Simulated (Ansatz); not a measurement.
Here is an Ansatz input file for BeCo, space group Pm-3m. Write the same calculation for the Python package.

```yaml
crystal:
  lattice: { bravais: cubic, a: 2.606 }
  space_group: 221
  atoms:
    - { symbol: Be, position: [0.0, 0.0, 0.0] }
    - { symbol: Co, position: [0.5, 0.5, 0.5] }
basis:
  ecutwfc: 517.0163386738
kpoints:
  mp_grid: { kspacing: 0.2941176470588 }
hamiltonian:
  xc: pbesol
  pseudopotentials: { kind: paw }
magnetization:
  spin_polarized: true
  per_species: { Co: 2.5 }
scf:
  occupations: { method: cold }
relax:
  f_tol: 0.05
  cell: { fix: [angles] }
```

The program run on that file:
```console
$ ansatz run input.yaml --threads 1 --pin off --max-ram 3072MiB --backend cpu --events-out ev --progress --plain --runs-dir out
crystal.space_group: 221 is read as Pm-3m: the typed cell holds Be1Co1 (Be 1a, Co 1b). Least distances (Å): Be–Be 2.606, Be–Co 2.257, Co–Co 2.606
crystal.space_group generates its sites in this order, which a site index counts, at these fractional coordinates of the primitive cell where crystal.reduce_to_primitive is true, and else of the cell that is read (crystal.supercell repeats the list replica by replica, and crystal.defects acts on that): 0: Be [0.000000, 0.000000, 0.000000]; 1: Co [0.500000, 0.500000, 0.500000];
Engine: ansatz 0.2.0, x86_64-unknown-linux-gnu
Pseudopotentials: kind: paw
Pseudopotential: Be, paw, valence charge 2, recommended cutoff 420 eV (normal), Be.paw.azcp
Pseudopotential: Co, paw, valence charge 17, recommended cutoff 420 eV (normal), Co.paw.azcp
Functional definition: PBEsol
  exchange = pbesol_x
  correlation = pbesol_c
Crystal: 2 atoms, lattice volume = 17.698 Å³
Basis set: ecut = 517.0163386738 eV, 461 PW (Γ), exchange–correlation on 40×40×40 points (8 copies of the dense FFT grid, shifted against one another)
Bands: 15, of which v1, the nominal top of the filled ones, is band 10 counted from 1 (9 counted from 0)
Symmetry: 48 space group operations
Space group: Pm-3m (ITA 221), of the structure as read, at distance tolerance 2.6e-5 Å
Magnetic group: BNS 221.92 (UNI 1594), of the structure as read, at distance tolerance 2.6e-5 Å
k-points: 35 of 729
Non-local potential: Be, projectors of the file, l = 0: 2, l = 1: 2, l = 2: 1
Non-local potential: Co, projectors of the file, l = 0: 3, l = 1: 2, l = 2: 3, l = 3: 1
PAW form: soft (Blöchl's): semilocal exchange-correlation on the pseudo side does not see the compensation charge
PAW frozen core: Be, regenerated for the run's functional, and the local potential with it (the file was generated under x = pbe(κ = 0.804, μ = 0.2195149727645171), c = pbe(β = 0.06672455060314922))
PAW frozen core: Co, regenerated for the run's functional, and the local potential with it (the file was generated under x = pbe(κ = 0.804, μ = 0.2195149727645171), c = pbe(β = 0.06672455060314922))
PAW one-centre angular grid: Be, 110 points (default); XC on 64 Gauss nodes
PAW one-centre angular grid: Co, 590 points (default); XC on 64 Gauss nodes
Initial density: superposition of atomic densities (chi_scale 0.1, normalization cell)
Starting moments: Σ|m| = 2.5 μB on 1 of 2 sites
Initial wavefunctions: pseudopotential atomic-orbital guess
Functional: x = pbesol(κ = 0.804, μ = 0.12345679012345678), c = pbesol(β = 0.046)
SCF iter   1: F=—  HF=-5183.646277 eV  |F-HF|=—  |Δ(HF+E_count)|=         —  Δρ=1.29e-1 (↑1.29e-1 ↓6.03e-2)  dr2=4.11e0  dr2_m=2.70e-1  M=1.787 μB ∫|m|=2.039 μB  β_m=0.30  ethr=3.10e-3  ⟨swp⟩=4.9  Hψ=5106  notcnv=0
Mixer restart at iter 1: flushing history
preconditioner: auto → none  [metal: Δε(μ)=0.027 eV  Ē_g=11.289 eV  σ=0.100 eV  W_gap=0.15  n_scr=6 (ndim 8)  ℏωp=29.3 eV  f_vac=0.000  D(μ)=2.03/eV (n_scr^D=26)  sad-step TF]
SCF iter   2: F=—  HF=-5182.361359 eV  |F-HF|=—  |Δ(HF+E_count)|=    1.28e0  Δρ=5.02e-2 (↑5.02e-2 ↓3.26e-2)  dr2=1.59e-1  dr2_m=2.60e-1  M=1.637 μB ∫|m|=1.918 μB  β_m=0.35  ethr=3.10e-3  ⟨swp⟩=2.5  Hψ=2392  notcnv=0  defer=67
SCF iter   3: F=—  HF=-5183.275817 eV  |F-HF|=—  |Δ(HF+E_count)|=         —  Δρ=1.85e-1 (↑1.85e-1 ↓1.30e-1)  dr2=4.77e-1  dr2_m=4.00e0  M=0.653 μB ∫|m|=0.777 μB  β_m=1.00  ethr=8.36e-4  ⟨swp⟩=3.0  Hψ=2026  notcnv=0  defer=65
Mixer restart at iter 3: flushing history
SCF iter   4: F=—  HF=-5185.409145 eV  |F-HF|=—  |Δ(HF+E_count)|=    2.13e0  Δρ=2.01e-1 (↑1.61e-1 ↓2.01e-1)  dr2=1.50e1  dr2_m=7.72e-2  M=0.485 μB ∫|m|=0.591 μB  β_m=0.35  ethr=2.63e-4  ⟨swp⟩=3.7  Hψ=2790  notcnv=0  defer=68
SCF iter   5: F=—  HF=-5185.413344 eV  |F-HF|=—  |Δ(HF+E_count)|=   4.20e-3  Δρ=1.43e-1 (↑1.43e-1 ↓1.00e-1)  dr2=5.87e0  dr2_m=7.77e-2  M=0.469 μB ∫|m|=0.552 μB  β_m=0.28  ethr=2.63e-4  ⟨swp⟩=3.7  Hψ=3473  notcnv=0  defer=74
SCF iter   6: F=—  HF=-5183.929635 eV  |F-HF|=—  |Δ(HF+E_count)|=    1.48e0  Δρ=2.31e-2 (↑1.71e-2 ↓2.31e-2)  dr2=3.23e-2  dr2_m=6.11e-2  M=0.457 μB ∫|m|=0.527 μB  β_m=0.64  ethr=2.63e-4  ⟨swp⟩=3.2  Hψ=2975  notcnv=0  defer=78
SCF iter   7: F=—  HF=-5183.986908 eV  |F-HF|=—  |Δ(HF+E_count)|=   5.73e-2  Δρ=1.17e-2 (↑1.17e-2 ↓3.98e-3)  dr2=1.23e-2  dr2_m=4.31e-3  M=0.393 μB ∫|m|=0.430 μB  β_m=0.61  ethr=1.70e-4  ⟨swp⟩=2.0  Hψ=2536  notcnv=0  defer=72
SCF iter   8: F=—  HF=-5183.966861 eV  |F-HF|=—  |Δ(HF+E_count)|=   2.00e-2  Δρ=2.03e-3 (↑2.03e-3 ↓1.39e-3)  dr2=3.19e-4  dr2_m=2.64e-4  M=0.404 μB ∫|m|=0.448 μB  β_m=0.80  ethr=6.46e-5  ⟨swp⟩=2.0  Hψ=1958  notcnv=0  defer=72
SCF iter   9: F=—  HF=-5183.967533 eV  |F-HF|=—  |Δ(HF+E_count)|=   6.71e-4  Δρ=6.97e-4 (↑6.36e-4 ↓6.97e-4)  dr2=7.54e-5  dr2_m=3.37e-5  M=0.395 μB ∫|m|=0.439 μB  β_m=0.90  ethr=1.68e-6  ⟨swp⟩=2.0  Hψ=1711  notcnv=0  defer=72
SCF iter  10: F=—  HF=-5183.962850 eV  |F-HF|=—  |Δ(HF+E_count)|=         —  Δρ=5.90e-4 (↑1.42e-4 ↓5.90e-4)  dr2=2.80e-5  dr2_m=2.03e-5  M=0.394 μB ∫|m|=0.438 μB  β_m=0.90  ethr=3.97e-7  ⟨swp⟩=2.0  Hψ=1717  notcnv=0  defer=72
Mixer restart at iter 10: flushing history
iteration 10: the input's own smearing fills from here on; a Gaussian of 0.1 eV has filled iterations ahead of it
SCF iter  11: F=—  HF=-5183.962954 eV  |F-HF|=—  |Δ(HF+E_count)|=   1.04e-4  S|Δr|=    0.00e0  Δρ=1.46e-3 (↑1.13e-3 ↓1.46e-3)  dr2=7.66e-4  dr2_m=5.10e-6  M=0.391 μB ∫|m|=0.436 μB  β_m=0.90  ethr=1.47e-7  ⟨swp⟩=2.0  Hψ=1656  notcnv=0  defer=72
SCF iter  12: F=—  HF=-5183.962869 eV  |F-HF|=—  |Δ(HF+E_count)|=   8.47e-5  S|Δr|=    0.00e0  Δρ=7.72e-4 (↑2.91e-4 ↓7.72e-4)  dr2=1.27e-4  dr2_m=1.08e-5  M=0.395 μB ∫|m|=0.439 μB  β_m=0.74  ethr=1.47e-7  ⟨swp⟩=2.0  Hψ=1656  notcnv=0  defer=72
SCF iter  13: F=—  HF=-5183.962855 eV  |F-HF|=—  |Δ(HF+E_count)|=   1.44e-5  S|Δr|=    0.00e0  Δρ=2.23e-4 (↑8.27e-5 ↓2.23e-4)  dr2=1.04e-5  dr2_m=8.84e-7  M=0.395 μB ∫|m|=0.439 μB  β_m=0.87  ethr=1.47e-7  ⟨swp⟩=2.3  Hψ=1263  notcnv=0  defer=72
SCF iter  14: F=—  HF=-5183.962854 eV  |F-HF|=—  |Δ(HF+E_count)|=   1.30e-6  S|Δr|=    0.00e0  Δρ=1.80e-5 (↑2.13e-6 ↓1.80e-5)  dr2=5.32e-8  dr2_m=1.19e-8  M=0.395 μB ∫|m|=0.439 μB  β_m=0.86  ethr=5.46e-8  ⟨swp⟩=1.5  Hψ=1104  notcnv=0  defer=72
[... 56 lines left out ...]
SCF converged after 6 iterations
Stability not checked: this state was not tested for a lower state beside it, because cold or Methfessel-Paxton smearing, or corrected tetrahedra, fill the levels in a way that the test cannot read (fill_not_monotonic; see scf.lower_state_search)
Magnetization: 0.3832 μB (9.6916 up, 9.3084 down)
Absolute magnetization: 0.4223 μB (∫|ρ↑−ρ↓|, with the PAW one-centre terms)
Spin contamination: 0.0019 ħ² per cell (⟨S²⟩ above its minimum at these occupations)
Per-site moments (μB) at R_I (Å): [(-0.01266346604614066, 0.9166149197917081), (0.3911314422087386, 0.9166149197917081)]
Free energy (F): -5183.986625 eV
Harris-Foulkes:  -5183.986625 eV  (|F-HF|=0.00e0)
Internal energy: -5183.987081 eV  (E = F + TS)
E sigma→0 (E₀):  -5183.986777 eV
Entropy (-TS):   0.000456 eV (0.228 meV/atom)
Fermi energy:    15.120108 eV
--- Per-component energies (eV) ---
  E_band       = -274.036545
  E_kinetic    = 479.883467
  E_local      = -3341.533141  (includes V_loc(G=0)·N_el)
  E_nonlocal   = 460.375643
  E_hartree    = 1422.662667
  E_xc         = -179.139496
  E_vxc        = -227.653454  (∫ρ·V_xc dr)
  E_paw        = -1540.701278  (= ΣΔE_a)
  E_vpaw       = -490.434411  (= ΣTr[D̂ρ^β])
  E_aug_tail   = 0.000029  (compensation charges beyond the density's cutoff)
  E_ewald      = -2485.732922
  E_core_change = 0.197951  (= ΣΔE_core)
  E_smearing   = 0.000456  (= −TS)
  E_closure    = -0.000000  (closes the sum)
  Σ components = -5183.986625   (vs F -5183.986625, Δ=0.00e0)
--- Forces (eV/Å), atoms counted from 1 ---
  atom   1  Be     0.00000000    -0.00000000    -0.00000000
  atom   2  Co    -0.00000000     0.00000000    -0.00000000
  max |Σ_I F_I| component: 1.00e-28 eV/Å
--- Stress (GPa, compression-positive) ---
       -0.001497      -0.000000      -0.000000
       -0.000000      -0.001497      -0.000000
       -0.000000      -0.000000      -0.001497
  P = ⅓ Tr σ = -0.0015 GPa (-0.015 kbar)
--- Relaxed structure (4 steps of the walk, 4 accepted, 1 SCFs on fresh bases) ---
  F+E_penalty+E_count = -5183.98662484 eV   max|allowed force component| = 5.088e-29 eV/Å   (the final SCF, on the basis selected at the relaxed cell)
  cell:  # Å, volume = 16.8926 Å³
    - [2.5658563427150063, 1.4185732048801551e-34, -1.4837571479156852e-34]
    - [1.5711338785889334e-16, 2.5658563427150063, -4.827132294246276e-34]
    - [1.5711338785889334e-16, 1.5711338785889334e-16, 2.5658563427150063]
  atoms:
    - { symbol: Be, position: [1.2317280278672429e-35, 1.1085552250898038e-34, 7.390368167253876e-35] }
    - { symbol: Co, position: [0.4999999999999999, 0.49999999999999994, 0.5] }
```

The script, `run_vcrelax.py`:
```python
"""Cell relaxation of BeCo."""

import logging
import sys

import ansatz as az
from ase import Atoms
from ase.neighborlist import neighbor_list
import numpy as np

logging.basicConfig(stream=sys.stdout, format="%(levelname)s %(message)s")
logger = logging.getLogger("beco")
logger.setLevel(logging.INFO)

FUNCTIONAL = "pbesol"
K_DENSITY = 3.4
FILLING = "Marzari-Vanderbilt"
FMAX = 0.05

def edges_and_angles(cell):
    cell = np.asarray(cell)
    a, b, c = np.linalg.norm(cell, axis=1)
    cosines = cell[1] @ cell[2] / (b * c), cell[0] @ cell[2] / (a * c), cell[0] @ cell[1] / (a * b)
    return (a, b, c, *np.degrees(np.arccos(cosines)))


def main() -> None:
    beco = (
        az.Lattice.cubic(2.606)
        .space_group(221)
        .atom("Be", [0.0, 0.0, 0.0])
        .atom("Co", [0.5, 0.5, 0.5])
        .moments(Co=2.5)
    )

    # edges free, angles fixed
    job = (
        beco.calculation()
        .functional(FUNCTIONAL)
        .pseudopotentials("paw")
        .basis(38 * az.Ry)
        .kpoints(density=K_DENSITY)
        .occupations(FILLING)
        .spin("collinear")
        .relax(force_tolerance=FMAX, fix_cell=["angles"])
    )
    steps = []


    def follow(event):
        if event["event"] != "relax_step":
            return
        row = event["data"]
        steps.append(row)
        logger.info(f"step {row['step']:3d}  E = {row['lagrangian_ev']:.5f} eV  largest force component = {row['allowed_force_max_ev_ang']:.4f} eV/A  P = {row['pressure_gpa']:.3f} GPa")


    outcome = job.session().plan(threads=1).execute(on_event=follow)
    report = outcome.report

    first, last = steps[0], steps[-1]
    symbols = [site.symbol for site in outcome.lattice.sites]
    logger.info(f"energy gained {first['lagrangian_ev'] - last['lagrangian_ev']:.4f} eV in {len(steps) - 1} steps")
    for label, vectors in (("before", first["cell_ang"]), ("after", outcome.lattice.cell_ang)):
        print(label, "a b c (A) {:.4f} {:.4f} {:.4f}  angles {:.2f} {:.2f} {:.2f}".format(*edges_and_angles(vectors)), f" V = {abs(np.linalg.det(vectors)):.3f} A^3")
    print("final stress xx yy zz (GPa, compression positive):", np.round(np.diag(report["stress_gpa"]), 3) + 0.0)

    change = np.array(last["positions_ang"]) @ np.linalg.inv(last["cell_ang"]) - np.array(first["positions_ang"]) @ np.linalg.inv(first["cell_ang"])
    moved = np.linalg.norm(change @ np.array(last["cell_ang"]), axis=1)
    print("displacement within the cell, strain taken out (A):", " ".join(f"{s}:{d:.3f}" for s, d in zip(symbols, moved)))

    logger.info("atom   start x y z (A)              end x y z (A)")
    for symbol, a, b in zip(symbols, first["positions_ang"], last["positions_ang"]):
        print(f"{symbol:3s}", " ".join(f"{v:8.4f}" for v in a), "  ", " ".join(f"{v:8.4f}" for v in b))

    final = Atoms(symbols, positions=last["positions_ang"], cell=outcome.lattice.cell_ang, pbc=True)
    i, j, d = neighbor_list("ijd", final, 4.5)
    logger.info("neighbours within 1.1 times the shortest distance of each atom (A)")
    for atom in range(len(final)):
        near = [m for m in np.argsort(d) if i[m] == atom]
        shell = [m for m in near if d[m] < 1.1 * d[near[0]]]
        print(f"{symbols[atom]}{atom} ({len(shell)}):", ", ".join(f"{symbols[j[m]]} {d[m]:.3f}" for m in shell))

    energy = report["free_energy_ev"]
    logger.info("BeCo: {:.6f} eV = {:.6f} Ry = {:.6f} Ha".format(energy, energy / 13.605693, energy / 27.211386))
    logger.info("Fermi level {:.4f} eV, {} k-points, {} symmetry operations".format(report["fermi_energy_ev"], report["n_kpoints"], report["n_symmetry_ops"]))

    print("site moments (muB):", [round(m, 2) for m in report["site_moments_mub"]])
    print("electrons up, down:", [round(n, 3) for n in report["spin_occupation_sums"]])


if __name__ == "__main__":
    main()
```

Running `python run_vcrelax.py` prints:
```text
INFO step   1  E = -5183.96285 eV  largest force component = 0.0000 eV/A  P = -9.085 GPa
INFO step   2  E = -5183.98092 eV  largest force component = 0.0000 eV/A  P = -4.663 GPa
INFO step   3  E = -5183.98673 eV  largest force component = 0.0000 eV/A  P = 0.381 GPa
INFO step   4  E = -5183.98676 eV  largest force component = 0.0000 eV/A  P = 0.004 GPa
INFO step   5  E = -5183.98662 eV  largest force component = 0.0000 eV/A  P = -0.002 GPa
INFO energy gained 0.0238 eV in 4 steps
before a b c (A) 2.6060 2.6060 2.6060  angles 90.00 90.00 90.00  V = 17.698 A^3
after a b c (A) 2.5659 2.5659 2.5659  angles 90.00 90.00 90.00  V = 16.893 A^3
final stress xx yy zz (GPa, compression positive): [-0.002 -0.002 -0.002]
displacement within the cell, strain taken out (A): Be:0.000 Co:0.000
INFO atom   start x y z (A)              end x y z (A)
Be    0.0000   0.0000   0.0000     -0.0000  -0.0000   0.0000
Co    1.3030   1.3030   1.3030      1.2829   1.2829   1.2829
INFO neighbours within 1.1 times the shortest distance of each atom (A)
Be0 (8): Co 2.222, Co 2.222, Co 2.222, Co 2.222, Co 2.222, Co 2.222, Co 2.222, Co 2.222
Co1 (8): Be 2.222, Be 2.222, Be 2.222, Be 2.222, Be 2.222, Be 2.222, Be 2.222, Be 2.222
INFO BeCo: -5183.986625 eV = -381.015993 Ry = -190.507996 Ha
INFO Fermi level 15.1201 eV, 35 k-points, 48 symmetry operations
site moments (muB): [-0.01, 0.39]
electrons up, down: [9.692, 9.308]
```

What to keep in mind:
- Absolute energies stand on the zero of these potentials, so only differences at equal settings mean something. A total without «per atom» is that of the cell as typed.
- The magnetic order follows from the starting moments and needn't be the lowest.
- Forces vanish by symmetry, so the ions can't move, and the end may be a saddle.
- The mesh is modest for a metal, so energies can be off by several to tens of meV an atom and pressures by half a GPa or more; differences at equal mesh fare better.
- Only differences from the Fermi energy are physical; the zero of the scale is a convention.
- Energies along a relaxation are free energies. Rows at an unchanged volume are solved on a plane-wave basis chosen afresh for that cell, so the energy jumps there and such rows are no steps of the walk.
- The starting cell is as deposited in a crystallographic database; the results hold for this polymorph, which needn't be the stable one.
- Wall time of the script: 4.8 s on 1 thread of Intel(R) Xeon(R) 6975P-C (Granite Rapids), with other jobs on the host, peak memory 0.44 GiB.

(Lines on the test bed's own set-up are left out of the output.)
